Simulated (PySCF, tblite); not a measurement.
# C₅H₉F₃: a rotation path, then NMR shifts on frames, part 2 of 2

tblite 0.8.0 and PySCF 2.14.0. Atoms count from 0. The steps go on from the part before.

## 5. Nuclear shieldings: image 4, PBE0/pcSseg-1

What the job is given:

```
{"job": {"kind": "nmr", "xc": "PBE0", "basis": "pcSseg-1", "pop": false}, "charge": 0, "multiplicity": 1}
C      2.102500     0.054700     0.025500
C      0.776100     0.261100    -0.693900
C     -0.431900     0.244200     0.254100
C     -0.663800    -1.109800     0.924500
C     -1.700100     0.670200    -0.503900
F     -2.217000     1.809200    -0.005900
F     -1.499300     0.897600    -1.811500
F     -2.690700    -0.232000    -0.446200
H      2.237900     0.798700     0.807900
H      2.161900    -0.934500     0.469900
H      2.919200     0.152800    -0.685800
H      0.803200     1.228200    -1.200500
H      0.645600    -0.506000    -1.459500
H     -0.276700     1.003500     1.028500
H      0.173700    -1.357200     1.568400
H     -1.561500    -1.074700     1.537800
H     -0.786000    -1.894000     0.180700
```

With the program's defaults for keys left out, this is: GIAO PBE0/pcSseg-1 NMR shielding, non-relativistic, gas phase.

What it wrote:

```text
coarse grid: 14272 points
cycle   1  E = -494.7179480281  dE =  9.619e-01  |g| = 9.088e-01  |ddm| = 3.418e+00
cycle   2  E = -494.5904195281  dE =  1.275e-01  |g| = 1.313e+00  |ddm| = 1.119e+00
cycle   3  E = -494.8645809813  dE = -2.742e-01  |g| = 6.575e-02  |ddm| = 6.618e-01
cycle   4  E = -494.8652418518  dE = -6.609e-04  |g| = 3.865e-02  |ddm| = 7.599e-02
cycle   5  E = -494.8655757736  dE = -3.339e-04  |g| = 5.424e-03  |ddm| = 3.326e-02
cycle   6  E = -494.8655822044  dE = -6.431e-06  |g| = 1.076e-03  |ddm| = 6.288e-03
final grid: 139200 points
cycle   7  E = -494.9336612868  dE = -6.449e-05  |g| = 8.563e-03  |ddm| = 3.313e-02
cycle   8  E = -494.9336530952  dE =  8.192e-06  |g| = 1.081e-02  |ddm| = 1.477e-02
cycle   9  E = -494.9336788303  dE = -2.574e-05  |g| = 8.646e-04  |ddm| = 8.023e-03
cycle  10  E = -494.9336789351  dE = -1.048e-07  |g| = 2.801e-04  |ddm| = 6.683e-04
cycle  11  E = -494.9336789475  dE = -1.240e-08  |g| = 6.745e-05  |ddm| = 1.844e-04
cycle  12  E = -494.9336789485  dE = -9.530e-10  |g| = 1.399e-05  |ddm| = 6.424e-05
converged SCF energy = -494.9336789485

GIAO shielding tensors (ppm)
atom      isotropic    diamagn.    paramagn.     s11        s22        s33       span
  0 C      173.184     246.480     -73.296    161.602    170.515    187.437     25.835
  1 C      158.993     247.748     -88.755    149.759    160.208    167.014     17.255
  2 C      140.136     251.374    -111.238    122.458    131.642    166.308     43.850
  3 C      172.062     247.279     -75.217    163.173    169.320    183.692     20.519
  4 C       49.619     242.145    -192.526     42.767     49.468     56.623     13.856
  5 F      236.373     472.618    -236.244    172.346    197.318    339.456    167.110
  6 F      256.338     474.592    -218.254    179.118    260.361    329.536    150.418
  7 F      254.978     472.727    -217.749    179.446    257.727    327.760    148.314
  8 H       31.015      29.898       1.117     26.639     28.842     37.564     10.925
  9 H       30.672      30.300       0.372     25.594     30.121     36.301     10.706
 10 H       30.381      28.273       2.108     25.508     27.607     38.028     12.520
 11 H       29.729      31.701      -1.971     23.607     30.870     34.711     11.103
 12 H       30.455      31.966      -1.511     25.737     30.583     35.045      9.308
 13 H       29.566      32.903      -3.337     26.349     29.094     33.256      6.907
 14 H       30.501      30.844      -0.344     25.086     29.715     36.701     11.615
 15 H       30.168      29.820       0.348     25.394     28.510     36.600     11.206
 16 H       30.919      30.675       0.244     27.542     28.394     36.821      9.278
```

It took 61 s on 1 thread of Intel Xeon at 2.50GHz, shared host; peak memory 0.84 GiB.

In short: δ C4 137.3, C2 46.8, C1 27.9, C3 14.9, H13 2.15, H11 1.99 ppm.

## 6. Shielding tensors: image 6, PBE0/pcSseg-1

What the job is given:

```
{"job": {"kind": "nmr", "xc": "PBE0", "basis": "pcSseg-1", "pop": false}, "charge": 0, "multiplicity": 1}
C      2.095600     0.100200     0.056400
C      0.771500     0.321800    -0.663000
C     -0.442200     0.219000     0.272800
C     -0.655800    -1.179700     0.847900
C     -1.694600     0.663800    -0.485800
F     -1.877200     1.994500    -0.410500
F     -1.658300     0.363100    -1.793000
F     -2.826900     0.116900    -0.016900
H      2.210200     0.798600     0.882700
H      2.165200    -0.912600     0.443100
H      2.918800     0.250700    -0.637900
H      0.774900     1.315800    -1.116600
H      0.666200    -0.406200    -1.469700
H     -0.319100     0.933900     1.093400
H      0.179600    -1.454700     1.483700
H     -1.559200    -1.200400     1.453000
H     -0.755500    -1.912500     0.050500
```

Level: GIAO PBE0/pcSseg-1 NMR shielding, non-relativistic, gas phase.

What it wrote:

```text
coarse grid: 14272 points
cycle   1  E = -494.7239397160  dE =  9.635e-01  |g| = 9.044e-01  |ddm| = 3.416e+00
cycle   2  E = -494.5997882255  dE =  1.242e-01  |g| = 1.302e+00  |ddm| = 1.110e+00
cycle   3  E = -494.8688990859  dE = -2.691e-01  |g| = 6.577e-02  |ddm| = 6.595e-01
cycle   4  E = -494.8695625936  dE = -6.635e-04  |g| = 3.825e-02  |ddm| = 7.550e-02
cycle   5  E = -494.8698891392  dE = -3.265e-04  |g| = 5.437e-03  |ddm| = 3.295e-02
cycle   6  E = -494.8698956342  dE = -6.495e-06  |g| = 1.058e-03  |ddm| = 6.304e-03
final grid: 139200 points
cycle   7  E = -494.9374295673  dE = -6.419e-05  |g| = 8.911e-03  |ddm| = 3.339e-02
cycle   8  E = -494.9374203187  dE =  9.249e-06  |g| = 1.138e-02  |ddm| = 1.522e-02
cycle   9  E = -494.9374481836  dE = -2.786e-05  |g| = 8.745e-04  |ddm| = 8.281e-03
cycle  10  E = -494.9374482946  dE = -1.110e-07  |g| = 2.843e-04  |ddm| = 6.767e-04
cycle  11  E = -494.9374483077  dE = -1.313e-08  |g| = 6.752e-05  |ddm| = 1.976e-04
cycle  12  E = -494.9374483087  dE = -9.169e-10  |g| = 1.506e-05  |ddm| = 6.419e-05
converged SCF energy = -494.9374483087

GIAO shielding tensors (ppm)
atom      isotropic    diamagn.    paramagn.     s11        s22        s33       span
  0 C      173.295     246.493     -73.198    161.714    170.702    187.469     25.755
  1 C      159.800     248.087     -88.287    149.057    160.711    169.634     20.577
  2 C      141.065     250.797    -109.732    128.337    131.995    162.863     34.526
  3 C      173.076     247.554     -74.478    162.185    170.185    186.857     24.672
  4 C       49.656     243.381    -193.724     42.455     48.623     57.891     15.436
  5 F      250.501     473.235    -222.733    165.302    236.932    349.271    183.969
  6 F      265.480     475.173    -209.693    184.623    274.652    337.165    152.542
  7 F      256.664     472.643    -215.980    173.248    264.374    332.369    159.121
  8 H       31.001      29.884       1.117     26.580     28.825     37.599     11.019
  9 H       30.619      30.327       0.291     25.506     30.148     36.202     10.696
 10 H       30.389      28.271       2.119     25.545     27.563     38.060     12.515
 11 H       29.900      31.547      -1.648     24.065     30.653     34.980     10.915
 12 H       30.315      31.997      -1.683     25.289     30.793     34.862      9.573
 13 H       29.731      32.807      -3.075     26.933     28.829     33.432      6.499
 14 H       30.486      30.867      -0.381     25.045     29.733     36.679     11.633
 15 H       30.051      29.918       0.133     24.807     28.906     36.440     11.633
 16 H       31.008      30.611       0.398     27.546     28.449     37.031      9.485
```

Run time: 62 s. Hardware: 1 thread of Intel Xeon at 2.50GHz, shared host; peak memory 0.84 GiB.

Key values: δ C4 137.3, C2 45.9, C1 27.1, C3 13.8, H13 1.99, H11 1.82 ppm.

## 7. Nuclear shieldings: image 8, PBE0/pcSseg-1

What the job is given:

```
{"job": {"kind": "nmr", "xc": "PBE0", "basis": "pcSseg-1", "pop": false}, "charge": 0, "multiplicity": 1}
C      2.089700     0.136400     0.091100
C      0.771200     0.373400    -0.633400
C     -0.446000     0.204800     0.285600
C     -0.650100    -1.231800     0.762900
C     -1.692600     0.657400    -0.462500
F     -1.611300     1.935400    -0.871200
F     -1.932900    -0.074300    -1.561200
F     -2.801900     0.581300     0.291700
H      2.170300     0.783400     0.961600
H      2.182400    -0.896600     0.414000
H      2.918500     0.356000    -0.576500
H      0.765800     1.389200    -1.034900
H      0.682000    -0.318600    -1.473200
H     -0.348900     0.872600     1.148800
H      0.178300    -1.536700     1.394200
H     -1.568500    -1.312900     1.340300
H     -0.713100    -1.907200    -0.087400
```

With the program's defaults for keys left out, this is: GIAO PBE0/pcSseg-1 NMR shielding, non-relativistic, gas phase.

What it wrote:

```text
coarse grid: 14272 points
cycle   1  E = -494.7287847375  dE =  9.662e-01  |g| = 9.000e-01  |ddm| = 3.418e+00
cycle   2  E = -494.6079597522  dE =  1.208e-01  |g| = 1.291e+00  |ddm| = 1.096e+00
cycle   3  E = -494.8720623091  dE = -2.641e-01  |g| = 6.567e-02  |ddm| = 6.512e-01
cycle   4  E = -494.8727229627  dE = -6.607e-04  |g| = 3.793e-02  |ddm| = 7.459e-02
cycle   5  E = -494.8730433238  dE = -3.204e-04  |g| = 5.437e-03  |ddm| = 3.264e-02
cycle   6  E = -494.8730498492  dE = -6.525e-06  |g| = 1.050e-03  |ddm| = 6.293e-03
final grid: 139200 points
cycle   7  E = -494.9411973186  dE = -6.393e-05  |g| = 9.100e-03  |ddm| = 3.014e-02
cycle   8  E = -494.9411873510  dE =  9.968e-06  |g| = 1.172e-02  |ddm| = 1.544e-02
cycle   9  E = -494.9412164516  dE = -2.910e-05  |g| = 8.540e-04  |ddm| = 8.463e-03
cycle  10  E = -494.9412165593  dE = -1.077e-07  |g| = 2.955e-04  |ddm| = 6.736e-04
cycle  11  E = -494.9412165740  dE = -1.468e-08  |g| = 5.905e-05  |ddm| = 1.937e-04
cycle  12  E = -494.9412165747  dE = -7.116e-10  |g| = 1.486e-05  |ddm| = 5.825e-05
converged SCF energy = -494.9412165747

GIAO shielding tensors (ppm)
atom      isotropic    diamagn.    paramagn.     s11        s22        s33       span
  0 C      173.557     246.494     -72.937    161.178    171.873    187.620     26.442
  1 C      160.843     248.639     -87.795    151.483    157.403    173.644     22.161
  2 C      141.876     250.478    -108.603    128.406    137.220    160.001     31.595
  3 C      173.685     247.923     -74.238    159.921    171.770    189.363     29.442
  4 C       49.321     244.628    -195.307     41.774     47.152     59.038     17.264
  5 F      262.124     474.179    -212.054    169.964    267.291    349.117    179.152
  6 F      273.537     475.100    -201.563    188.590    288.153    343.868    155.278
  7 F      261.033     472.742    -211.708    170.284    264.755    348.061    177.777
  8 H       31.040      29.955       1.086     26.625     28.895     37.602     10.977
  9 H       30.604      30.308       0.295     25.492     30.094     36.225     10.732
 10 H       30.414      28.319       2.095     25.548     27.544     38.150     12.602
 11 H       29.760      31.680      -1.921     23.491     30.910     34.878     11.386
 12 H       30.443      32.044      -1.601     25.594     30.781     34.954      9.359
 13 H       29.879      32.757      -2.878     27.293     28.643     33.701      6.408
 14 H       30.461      30.912      -0.451     25.102     29.628     36.652     11.551
 15 H       30.200      29.704       0.496     24.952     28.826     36.823     11.871
 16 H       30.896      30.676       0.220     27.179     28.825     36.683      9.504
```

Wall time 56 s (1 thread of Intel Xeon at 2.50GHz, shared host); peak memory 0.84 GiB.

Key values: δ C4 137.6, C2 45.0, C1 26.1, C0 13.4, H11 1.96, H13 1.84 ppm.

## 8. Comparing the runs: NMR shifts

Shifts (ppm) of some atoms, chosen among heavy atoms and hydrogens apart, with basis size and wall time:

| frame | C2 | C1 | H13 | H15 | F5 | F6 | F7 | functions | time |
| --- | --- | --- | --- | --- | --- | --- | --- | --- | --- |
| image 0 | 45.0 | 26.1 | 1.83 | 1.52 | -89.8 | -91.3 | -102.7 | 181 | 69 s |
| image 2 | 45.9 | 26.7 | 1.98 | 1.37 | -77.8 | -87.8 | -94.5 | 181 | 60 s |
| image 4 | 46.8 | 27.9 | 2.15 | 1.55 | -65.4 | -85.4 | -84.0 | 181 | 61 s |
| image 6 | 45.9 | 27.1 | 1.99 | 1.67 | -79.6 | -94.5 | -85.7 | 181 | 62 s |
| image 8 | 45.0 | 26.1 | 1.84 | 1.52 | -91.2 | -102.6 | -90.1 | 181 | 56 s |

## 9. Summary of results

What follows sums up all 2 parts.

```
                                                                  quantity                                                     value
                                                                   barrier                        0.139 eV (3.2 kcal/mol) at image 4
                                                     end to end (GFN2-xTB)                                                  0.000 eV
                           13C shifts against TMS (PBE0/pcSseg-1, image 0)                         137.6, 45.0, 26.1, 13.4, 13.3 ppm
                            1H shifts against TMS (PBE0/pcSseg-1, image 0)  1.95, 1.83, 1.52, 1.30, 1.27, 1.27, 1.12, 0.83, 0.68 ppm
                         19F shifts against CFCl3 (PBE0/pcSseg-1, image 0)                                  -89.8, -91.3, -102.7 ppm
potential on the surface of density 0.002 e/bohr³, 1st and 99th percentile                                        -0.73 V and 0.91 V
                                                  range of the shift of F5                                        -91.2 to -65.4 ppm
```

What this shows: Along the band the dihedral turns by 120°, and the top (dihedral 124°) lies 3.2 kcal/mol above the start (GFN2-xTB, rough), so at room temperature this motion is fast. The top was not checked by a frequency run. Shifts at one fixed geometry are not the observed spectrum, which averages over the motion. In ppm, F5 moves most: its shift spreads over 25.8 ppm, from -91.2 (image 8) to -65.4 (image 4).
